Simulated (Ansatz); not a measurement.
# Br2ClHSn, SMILES [Cl][SnH]([Br])[Br]: a ladder of methods at one geometry

Program: Ansatz's Python interface.

`br2clhsn.xyz`
```text
5

Cl   -1.30840    0.22540    1.90160
Sn    0.04530    0.12530    0.00480
Br    1.66120   -1.75140    0.31150
Br   -1.26750   -0.30170   -2.05190
H     0.91930    1.62870   -0.20740
```

Typed at the interpreter:
```pycon
>>> from pathlib import Path
>>> import ansatz as az
>>> import numpy as np
>>> geometry = az.Crystal.molecule_from_extxyz('br2clhsn.xyz')
>>> base = geometry.calculation().basis(gaussian='def2-SVP')
>>> print('functional    E (Ha)        dipole (D)   HOMO (eV)  LUMO (eV)')
functional    E (Ha)        dipole (D)   HOMO (eV)  LUMO (eV)
>>> for name in ['b3lyp', 'pbe', 'pbe0', 'lc_wpbe', 'blyp']:
...     summary = base.functional(name).forces().orbitals().run(runs_dir='runs').report
...     lines = Path(summary['orbitals_path']).read_text().splitlines()
...     field_of = lambda key: [line.split('=')[1].strip() for line in lines if line.startswith(key)]
...     orbitals = [(27.211386 * float(e), s, float(n)) for e, s, n in zip(field_of('Ene='), field_of('Spin='), field_of('Occup='))]
...     homo = max(e for e, _, n in orbitals if n > 0.5)
...     lumo = min(e for e, _, n in orbitals if n < 0.5)
...     dipole = 4.803205 * np.linalg.norm(summary['charge_distribution']['dipole_moment_e_ang'])
...     print(f'{name:10s} {summary["free_energy_ev"] / 27.211386246:14.6f} {dipole:9.3f} {homo:11.3f} {lumo:10.3f}')
...
b3lyp        -5822.905011     1.547      -8.303     -3.002
pbe          -5821.800632     1.497      -7.303     -3.583
pbe0         -5822.028828     1.648      -8.667     -2.805
lc_wpbe      -5821.959708     1.768     -11.418     -0.670
blyp         -5822.750231     1.409      -7.043     -3.444
```

Caveats:
- Total energies depend on the basis set; only differences at equal settings carry meaning.
- The geometry is a force-field or estimated start, not a minimum of this method, and the basis set is short of its limit. A lower total doesn't mark the better method: functionals have no common bound, and MP2 and coupled cluster aren't variational.
- def2 sets replace the cores of elements past krypton by effective core potentials.
- b3lyp holds the VWN-RPA fit, as in Gaussian; the form of ORCA and Turbomole is b3lyp5.
- Levels such as HOMO and LUMO are orbital energies: with these approximate functionals they aren't the ionisation energy and electron affinity, and their gap isn't the fundamental gap.
- Timing: 30 s on 1 thread of Arm Neoverse V2, on a shared host, peak memory 0.38 GiB.
